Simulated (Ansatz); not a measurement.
## Molecular dynamics of WC

input.yaml

```yaml
accuracy: low
crystal:
  lattice:
    - [-2.987264, -5.174093, 0.0]
    - [4.480896, -2.587046, 0.0]
    - [0.0, 0.0, 5.842499]
  atoms:
    - { symbol: W, position: [0.68007845, 0.42143628, -0.00185205] }
    - { symbol: C, position: [0.45966264, 0.64823944, 0.19701459] }
    - { symbol: W, position: [0.74508237, 0.4683799, 0.47284163] }
    - { symbol: C, position: [0.501817, 0.67273223, 0.65462691] }
    - { symbol: W, position: [0.50714635, -0.09380951, -0.08018241] }
    - { symbol: C, position: [0.29602292, 0.11625509, 0.18884789] }
    - { symbol: W, position: [0.51990154, -0.03035593, 0.44722922] }
    - { symbol: C, position: [0.21691286, 0.05723019, 0.65271231] }
    - { symbol: W, position: [0.2012861, 0.44747801, -0.05446192] }
    - { symbol: C, position: [0.08407962, 0.68920653, 0.19449642] }
    - { symbol: W, position: [0.21793975, 0.4776351, 0.42109479] }
    - { symbol: C, position: [-0.05144309, 0.55939265, 0.7533324] }
    - { symbol: W, position: [0.01345854, -0.06219166, -0.05880402] }
    - { symbol: C, position: [0.77073029, 0.18600556, 0.20905618] }
    - { symbol: W, position: [-0.03656411, -0.02177883, 0.42478084] }
    - { symbol: C, position: [0.74119121, 0.14708243, 0.69423983] }
basis:
  ecutwfc: 420.0
kpoints:
  mp_grid: { grid: [2, 2, 2] }
hamiltonian:
  xc: lda
  pseudopotentials: { kind: paw, azcp: { folder: soft_1 } }
scf:
  occupations: { method: fermi_dirac, width: 0.36 }
  lower_state_search: "off"
md:
  timestep: 0.75
  n_steps: 170
  ensemble: npt_langevin
  temperature: 2940.0
  initial_velocities: maxwell_boltzmann
  seed: 42427
  friction: 0.01
  pressure: 1.0
  fix_cell: [angles]
```

Command:

```bash
$ ansatz run input.yaml --threads 1 --pin off --max-ram 3072MiB --backend cpu --events-out ev --progress --plain --runs-dir out
```

It goes on from the last frame of an earlier run, with new velocities.

Output, in part (step lines):

```
md step     0: t =     0.00 fs  T =  2756.2 K  F+E_penalty+E_count = -82981.28419360 eV  E_kin = 5.700366 eV  conserved = -82975.77305008 eV  P_inst = -3.3321 GPa  V = 180.6078 Å³  selection 1  (9 SCF iters)
md step     1: t =     0.75 fs  T =  2606.5 K  F+E_penalty+E_count = -82981.17108692 eV  E_kin = 5.390584 eV  conserved = -82975.77184216 eV  P_inst = -3.0720 GPa  V = 180.6083 Å³  selection 1  (6 SCF iters)
md step     2: t =     1.50 fs  T =  2490.2 K  F+E_penalty+E_count = -82981.06729930 eV  E_kin = 5.150060 eV  conserved = -82975.77177909 eV  P_inst = -2.7753 GPa  V = 180.5975 Å³  selection 1  (6 SCF iters)
md step     3: t =     2.25 fs  T =  2406.9 K  F+E_penalty+E_count = -82980.95921666 eV  E_kin = 4.977795 eV  conserved = -82975.77136377 eV  P_inst = -2.4177 GPa  V = 180.5747 Å³  selection 1  (6 SCF iters)
md step     4: t =     3.00 fs  T =  2432.7 K  F+E_penalty+E_count = -82980.85420157 eV  E_kin = 5.031221 eV  conserved = -82975.77117468 eV  P_inst = -1.9284 GPa  V = 180.5389 Å³  selection 1  (6 SCF iters)
md step     5: t =     3.75 fs  T =  2419.2 K  F+E_penalty+E_count = -82980.75112043 eV  E_kin = 5.003363 eV  conserved = -82975.77103000 eV  P_inst = -1.4531 GPa  V = 180.4772 Å³  selection 1  (5 SCF iters)
md step     6: t =     4.50 fs  T =  2322.3 K  F+E_penalty+E_count = -82980.67347767 eV  E_kin = 4.802797 eV  conserved = -82975.77072320 eV  P_inst = -1.1143 GPa  V = 180.4021 Å³  selection 1  (5 SCF iters)
md step     7: t =     5.25 fs  T =  2330.4 K  F+E_penalty+E_count = -82980.62816963 eV  E_kin = 4.819581 eV  conserved = -82975.77039255 eV  P_inst = -0.6888 GPa  V = 180.3117 Å³  selection 1  (5 SCF iters)
[... lines left out ...]
```

The steps, from the saved trajectory:

```csv
time (fs),T (K),potential energy less start (eV),conserved less start (meV/atom),P (GPa),volume (Å³)
0,2756,0.000,0.00,-3.3,180.6
3.75,2419,0.533,0.13,-1.5,180.5
7.5,2255,0.558,0.19,0.1,179.9
11.25,2870,-0.283,0.01,0.2,179.2
15,3113,-1.183,-0.08,-1.2,178.6
18.75,3653,-1.676,-0.05,-2.4,178.2
22.5,3670,-1.801,-0.05,-3.4,177.9
26.25,3443,-1.671,-0.10,-3.8,177.8
30,2902,-1.097,-0.02,-3.6,177.7
33.75,2752,-0.446,0.14,-1.6,177.4
37.5,3293,-0.635,0.09,-1.0,177.0
41.25,4272,-1.861,-0.16,-3.0,177.0
45,4745,-2.526,-0.29,-4.0,176.8
48.75,4793,-2.109,-0.12,-2.7,176.6
52.5,4347,-1.843,0.03,-0.8,175.9
56.25,4471,-2.423,-0.05,0.1,175.3
60,4958,-3.430,-0.06,0.6,174.3
63.75,5023,-4.225,-0.04,1.4,173.1
67.5,5260,-4.909,-0.10,3.0,171.7
71.25,5231,-5.055,-0.19,6.1,170.2
75,4370,-4.373,-0.03,10.2,168.8
78.75,4009,-3.382,0.12,14.9,167.8
82.5,3587,-2.902,0.08,18.1,167.2
86.25,3523,-2.943,0.06,20.7,166.5
90,3763,-3.502,0.05,21.3,166.1
93.75,3667,-4.453,-0.03,18.7,166.1
97.5,3774,-5.383,-0.02,15.1,166.5
101.25,3746,-5.903,-0.14,11.7,166.9
105,3850,-5.481,-0.12,10.0,167.6
108.75,3424,-4.350,0.17,8.4,168.6
112.5,2820,-3.799,0.21,5.7,169.5
116.25,3144,-4.273,-0.09,2.4,170.3
120,3335,-4.345,-0.12,0.2,171.3
123.75,3053,-3.752,0.04,-0.3,172.3
127.5,2916,-3.501,0.18,-1.6,173.4
```

The run went to its last step. The conserved energy stayed within 0.3 meV per atom of its start (net change 0.18 meV per atom), so the integration is sound. The mean temperature of the second half is 29 % above the set value. A run of 0.13 ps of so small a system gives no equilibrium averages. Limits of this set-up: coarse k mesh, PAW files made for another functional, low accuracy level. The cell's volume went from 181 to 173 Å³.

Mean squared displacements from the first frame to the last, about the centre of mass, the cell's change included: W 0.17 Å², C 0.40 Å².

Last frame:

```xyz
16
Lattice="-2.9810 -5.1633 0.0000 4.3247 -2.4969 0.0000 0.0000 0.0000 5.8254" Properties=species:S:1:pos:R:3
W -0.264 -5.118 -0.648
C 0.898 -4.138 1.126
W -0.347 -4.944 2.411
C 1.149 -4.195 3.721
W -1.532 -2.426 -0.331
C -0.076 -1.342 1.207
W -1.699 -2.389 2.539
C 0.112 -1.594 4.152
W 1.221 -2.556 -0.279
C 2.662 -1.479 1.277
W 1.295 -2.439 2.515
C 2.804 -1.969 3.982
W -0.125 0.246 -0.218
C -1.720 -4.091 1.292
W -0.089 0.448 2.406
C -1.859 -4.030 4.034
```

The run took 15 min on 1 thread of Intel(R) Xeon(R) Platinum 8175M CPU @ 2.50GHz (Skylake/Cascade Lake) (shared host), peak memory 0.62 GiB.
